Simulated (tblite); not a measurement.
# GFN2-xTB run of InH2S2Cl (SMILES [SH][In]([SH])[Cl])

We compute the polarisability of InH2S2Cl. The job is set up through a Python script.

The calculation is run with tblite 0.8.0.

12 further runs of the same task are left out: 12 set aside as unsound or not needed.

### 1 The structure to begin with

The species is InH2S2Cl (6 atoms), meant as a singlet with charge 0. As SMILES, `[SH][In]([SH])[Cl]`. Geometry: a GFN2-xTB relaxation, a rough one for these elements and not checked as a minimum. This is one conformer, not always the lowest.

Bond lengths: S1–In2 2.421 Å, In2–S3 2.429 Å, In2–Cl4 2.304 Å, S1–H5 1.330 Å, S3–H6 1.326 Å. Angles: S1–In2–S3 121.4°, S1–In2–Cl4 122.6°, S3–In2–Cl4 116.0°, In2–S1–H5 90.9°, In2–S3–H6 90.5°.

### 2 The polarisability at GFN2-xTB

File start.xyz:

```xyz
6

S     -1.631100     1.533670    -1.055270
In    -0.258010    -0.297690    -0.266050
S      1.570040     0.069460     1.290030
Cl    -0.589260    -2.476400    -0.939270
H     -0.920610     2.401860    -0.341630
H      1.828940    -1.230900     1.312190
```

File xtb_job.py:

```python
import json
import numpy as np
from tblite.interface import Calculator
from tblite.library import ffi
from tblite.interface import symbols_to_numbers

symbols = list(map(str, np.loadtxt("start.xyz", skiprows=2, usecols=0, dtype=str, ndmin=1)))
numbers = np.array(symbols_to_numbers(symbols))
positions = np.loadtxt("start.xyz", skiprows=2, usecols=(1, 2, 3), ndmin=2) / 0.529177210903

def dipole(field):
    calculator = Calculator("GFN2-xTB", numbers, positions, charge=0, uhf=0)
    calculator.set("verbosity", 0)
    calculator.set("accuracy", 0.01)
    calculator.add("electric-field", ffi.new("double[3]", list(field)))
    return calculator.singlepoint()

F = 0.001  # field step, atomic units
sp = dipole([0.0, 0.0, 0.0])
alpha = np.array([(dipole(F * v).get('dipole') - dipole(-F * v).get('dipole')) / (2 * F) for v in np.eye(3)])
print(f"E = {sp.get('energy'):.8f} Eh")
print("polarizability tensor (bohr^3)")
for row in alpha:
    print("".join(f"{v:12.4f}" for v in row))
w = np.linalg.eigvalsh((alpha + alpha.T) / 2)
print("principal values", np.round(w, 3), " isotropic %.3f" % w.mean())
out = {k: np.asarray(sp.get(k)).tolist() for k in ("energy", "gradient", "charges", "dipole", "orbital-energies", "orbital-occupations")}
out.update(symbols=symbols, positions=(positions * 0.529177210903).tolist(), alpha=alpha.tolist())
json.dump(out, open("results.json", "w"))
```

Started as:

```bash
$ python xtb_job.py
```

**Question.** What will come out? Wanted: total energy; dipole moment; HOMO energy; LUMO energy; HOMO–LUMO gap; largest force on an atom; mean static polarisability.

Answer, from the run:

Level: GFN2-xTB.

```
                  quantity         value
              total energy  -13.39303 Eh
             dipole moment        0.93 D
               HOMO energy     -11.18 eV
               LUMO energy      -8.85 eV
             HOMO–LUMO gap       2.33 eV
  largest force on an atom    0.014 eV/Å
mean static polarisability   135.0 bohr³
```
